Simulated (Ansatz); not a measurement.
Crystal: CuO2.

```
CELL_PARAMETERS angstrom
1.41261 -5.21075 0.00000
1.41261 5.21075 0.00000
0.00000 0.00000 4.34342
ATOMIC_POSITIONS crystal
Cu 0.16725 0.83275 0.75000
Cu 0.83275 0.16725 0.25000
O 0.78897 0.21103 0.75000
O 0.21103 0.78897 0.25000
O 0.55149 0.44851 0.75000
O 0.44851 0.55149 0.25000
```

The cell comes from a database or a generator and needn't be the stable form of this composition.

Base run:

* Program: Ansatz 0.2.0
* Functional: LDA
* Potentials or basis: Ansatz PAW
* Cutoff: 420 eV (not typed: the program's choice for these potentials)
* k mesh: 10 × 10 × 6
* Occupations: fermi-dirac, width 0.05 eV
* Spin: no spin polarisation

Its results: band gap on the k mesh none (metal or under the smearing width); pressure -14.9 GPa; largest force 0.791 eV/Å.

Problem. The run is repeated on the same cell with these changes: functional from LDA to r2SCAN; cutoff from 420 eV (not typed: the program's choice for these potentials) to 500 eV (not typed: the program's choice for these potentials). What comes out?

Solution. Band gap on the k mesh none (metal or under the smearing width); pressure -9.3 GPa; largest force 0.557 eV/Å.

Caveats: the run has no spin polarisation, though such a crystal can be magnetic; semilocal functionals often make such compounds metallic where correlation or magnetic order opens a gap, which also shifts bond lengths; the PAW data sets come from PBE, with cores solved anew for the run's functional, which leaves a small shift of forces and pressure.
